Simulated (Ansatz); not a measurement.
# CH5BS2: the cost of one run

All numbers below are computed with Ansatz 0.2.0 (RKS BLYP-D4/6-31G*).

## 1. The starting structure

Bond lengths: B1–S2 1.747 Å, S2–C3 1.841 Å, C3–S4 1.816 Å, B1–H5 1.165 Å, B1–H6 1.167 Å, C3–H7 1.087 Å, C3–H8 1.087 Å, S4–H9 1.331 Å. Angles: B1–S2–C3 103.7°, S2–B1–H5 116.7°, S2–B1–H6 120.0°, H5–B1–H6 123.4°, S2–C3–S4 114.5°, S2–C3–H7 106.9°, S2–C3–H8 109.1°, S4–C3–H7 109.3°, S4–C3–H8 106.3°, H7–C3–H8 110.7°, C3–S4–H9 96.2°.

As a file:

```xyz
9

B    -1.2449    1.2212    0.5123
S    -0.9603    0.1409   -0.8315
C     0.3244   -1.0158   -0.1984
S     1.9598   -0.2656    0.0464
H    -2.0355    2.0616    0.3493
H    -0.6527    1.0819    1.5080
H     0.4038   -1.8252   -0.9197
H     0.0148   -1.3957    0.7718
H     2.1907   -0.0034   -1.2382
```

## 2. Relaxing end A

Contents of input.yaml:

```yaml
crystal:
  periodic: [false, false, false]
  atoms:
    - { symbol: B, position_ang: [-1.24491, 1.22117, 0.51231] }
    - { symbol: S, position_ang: [-0.96029, 0.14088, -0.83146] }
    - { symbol: C, position_ang: [0.32439, -1.01578, -0.19844] }
    - { symbol: S, position_ang: [1.95977, -0.26562, 0.0464] }
    - { symbol: H, position_ang: [-2.03554, 2.06164, 0.34928] }
    - { symbol: H, position_ang: [-0.65266, 1.08191, 1.50797] }
    - { symbol: H, position_ang: [0.40379, -1.82517, -0.91967] }
    - { symbol: H, position_ang: [0.01478, -1.39567, 0.77181] }
    - { symbol: H, position_ang: [2.19069, -0.00336, -1.2382] }
basis:
  gaussian: { orbitals: "6-31G*" }
hamiltonian:
  xc: blyp
  dispersion: d4
relax:
  f_tol: 0.015
  max_steps: 40
```

Command:

```bash
ansatz run input.yaml --threads 1 --pin off --max-ram 2048MiB --backend cpu --events-out ev --progress --plain --runs-dir out
```

Q: Estimate wall time and peak memory on 1 thread of an Arm CPU, shared host.

About 15 s, with a peak of 0.12 GiB.
